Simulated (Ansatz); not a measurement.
**SnClF (SMILES [F][Sn][Cl]): levels of theory compared**

Aim: a comparison of 5 runs (UPBE/STO-3G, r2SCAN/STO-3G, r2SCAN0/STO-3G, RPA@PBE/STO-3G, UMP2/STO-3G) of SnClF. 

The calculation is run with Ansatz 0.2.0.

59 further runs of the same task are left out: 12 that didn't finish, 47 set aside as unsound or not needed.

### Step 1. Starting point

SnClF: 3 atoms, total charge 0, spin state singlet. SMILES: `[F][Sn][Cl]`. The Sn2–F1 distance was set to 2.419 Å, away from the relaxed value.

Bond lengths: Sn2–Cl3 2.360 Å.

### Step 2. A single-point energy at UPBE/STO-3G (run 1)

Contents of run.yaml:

```yaml
crystal:
  periodic: [false, false, false]
  atoms:
    - {symbol: F, position_ang: [-1.778087, 0.054345, -0.978182]}
    - {symbol: Sn, position_ang: [0.164300, 0.898100, 0.190700]}
    - {symbol: Cl, position_ang: [1.214300, -1.186000, 0.540500]}
basis:
  gaussian:
    orbitals: STO-3G
magnetization:
  spin_polarized: true
  initial_magnetization: 0
hamiltonian:
  xc: {name: PBE}
accuracy: high
```

The run is started by

```sh
$ ansatz run run.yaml --threads 1 --pin off --max-ram 2610MiB --events-out events.jsonl --progress --plain --runs-dir runs
```

Log:

```text
Warning: RAYON_NUM_THREADS=1 ignored (pool sized by the plan → 1); use --threads N
Functional definition: PBE
  name "PBE"
  parameter kappa = 0.804
  parameter beta = 0.06672455060314922
  exchange = pbe_x(kappa = kappa, mu = beta*pi^2/3)
  correlation = pbe_c(beta = beta)
739 factors; integrals over basis functions are off by at most 3.5e-8 eV
mean field evaluation 1: about -177359.9805 eV, gradient 1.6e1 eV
mean field evaluation 2: about -177098.4321 eV, gradient 1.1e2 eV
mean field evaluation 4: about -177361.1451 eV, gradient 1.4e1 eV
mean field evaluation 8: about -177361.3628 eV, gradient 1.3e1 eV
mean field evaluation 16: about -177363.7017 eV, gradient 6.5e-6 eV
mean field evaluation 32: about -177356.8924 eV, gradient 1.5e-4 eV
mean field evaluation 64: about -177363.2407 eV, gradient 2.9e0 eV
mean field -177363.70168152 eV, -6517.9958153609 hartree, gradient 3.4e-8 eV, S^2 0.000000; 9 other end points of the search recorded, 0 dependent functions left out
reference -177363.70168313 eV, -6517.9958154203 hartree; 38, 38 occupied and 3, 3 virtual orbitals, 739 factors
Total energy: -177363.70168313 eV, -6517.9958154203 hartree
```

Wall time 11 s (1 thread of Arm Neoverse V1, shared host); peak memory 0.15 GiB.

### Step 3. The energy at r2SCAN/STO-3G (run 2)

Contents of job.yaml:

```yaml
basis:
  gaussian: {orbitals: STO-3G}
crystal:
  periodic: [false, false, false]
  atoms:
    - {symbol: F, position_ang: [-1.778087, 0.054345, -0.978182]}
    - {symbol: Sn, position_ang: [0.164300, 0.898100, 0.190700]}
    - {symbol: Cl, position_ang: [1.214300, -1.186000, 0.540500]}
accuracy: high
hamiltonian: {xc: {name: r2SCAN}}
```

The run is started by

```sh
$ ansatz run job.yaml --threads 1 --pin off --max-ram 2610MiB --events-out events.jsonl --progress --plain --runs-dir runs
```

Log:

```text
Warning: RAYON_NUM_THREADS=1 ignored (pool sized by the plan → 1); use --threads N
Functional definition: r2SCAN
  name "r2SCAN"
  parameter k0 = 0.174
  parameter k1 = 0.065
  parameter a1 = 4.9479
  exchange = r2scan_x(k0 = k0, k1 = k1, a1 = a1)
  correlation = r2scan_c
739 factors; integrals over basis functions are off by at most 3.5e-8 eV
mean field evaluation 1: about -177388.3572 eV, gradient 2.3e1 eV
mean field evaluation 2: about -177128.4178 eV, gradient 1.5e2 eV
mean field evaluation 4: about -177390.9915 eV, gradient 1.5e1 eV
mean field evaluation 8: about -177390.9145 eV, gradient 1.6e1 eV
mean field evaluation 16: about -177392.4191 eV, gradient 2.8e-6 eV
mean field -177392.41910375 eV, -6519.0511611627 hartree, gradient 1.9e-8 eV, S^2 0.000000; 0 other end points of the search recorded, 0 dependent functions left out
reference -177392.41910404 eV, -6519.0511611734 hartree; 38, 38 occupied and 3, 3 virtual orbitals, 739 factors
Total energy: -177392.41910404 eV, -6519.0511611734 hartree
```

Wall time 6.6 s (1 thread of Arm Neoverse V1, shared host); peak memory 0.16 GiB.

Runs 3 to 4 aren't shown in full; the table further down has their settings and results.

### Step 4. The energy at UMP2/STO-3G (run 5)

Contents of job.yaml:

```yaml
crystal:
  periodic: [false, false, false]
  atoms:
    - symbol: F
      position_ang: [-1.778087, 0.054345, -0.978182]
    - symbol: Sn
      position_ang: [0.164300, 0.898100, 0.190700]
    - symbol: Cl
      position_ang: [1.214300, -1.186000, 0.540500]
basis:
  gaussian: {orbitals: STO-3G}
magnetization: {spin_polarized: true, initial_magnetization: 0}
correlation: {method: mp2, frozen_orbitals: {Cl: 5, F: 1, Sn: 18}}
accuracy: high
```

The run is started by

```sh
$ ansatz run job.yaml --threads 1 --pin off --max-ram 2610MiB --events-out events.jsonl --progress --plain --runs-dir runs
```

Log, cut to the lines that bear on the results:

```text
Warning: RAYON_NUM_THREADS=1 ignored (pool sized by the plan → 1); use --threads N
Functional definition: HF
  name "HF"
[...]
739 factors; integrals over basis functions are off by at most 3.5e-8 eV
[...]
mean field -177306.86222195 eV, -6515.9070037490 hartree, gradient 1.5e-8 eV, S^2 0.607435; 17 other end points of the search recorded, 0 dependent functions left out
24 core orbitals not correlated: weight in the atoms' cores, before any rotation towards them, 1.000 or more for the frozen orbitals, at most 0.000 for the correlated occupied ones
reference -177306.86222195 eV, -6515.9070037490 hartree; 14, 14 occupied and 3, 3 virtual orbitals, 739 factors
second order -0.71630764 eV of doubles, -0.00000000 eV of singles
Total energy: -177307.57852959 eV, -6515.9333275692 hartree
```

It took 8.1 s on 1 thread of Arm Neoverse V1, shared host; peak memory 0.16 GiB.

### Step 5. Overview of the runs

| run | level | frozen core orbitals | energy (Eh) | wall time |
| --- | --- | --- | --- | --- |
| 1 | UPBE/STO-3G | – | -6517.995815 | 11 s |
| 2 | r2SCAN/STO-3G | – | -6519.051161 | 6.6 s |
| 3 | r2SCAN0/STO-3G | – | -6519.155819 | 6 s |
| 4 | RPA@PBE/STO-3G | 24 | -6516.031690 | 5.7 s |
| 5 | UMP2/STO-3G | 24 | -6515.933328 | 8.1 s |

### Step 6. What came out

```
                                           quantity           value
                                run 5: total energy  -6515.93333 Eh
run 5: correlation energy (24 core orbitals frozen)       -26.3 mEh
           run 5: ⟨S²⟩ of the reference determinant           0.607
```

In words: Totals of different functionals can't be ranked against each other. In runs 1, 2, 3, 4, 5 the basis is minimal, so the values are rough. In runs 1, 2, 3, 4, 5 relativity is left out where basis or elements ask for it. Spin contamination of the reference: run 5 ⟨S²⟩ = 0.61. Where it is this large, the reference is a mixture of spin states, and values that rest on it are in doubt. All runs together took 37 s, the longest 11 s.
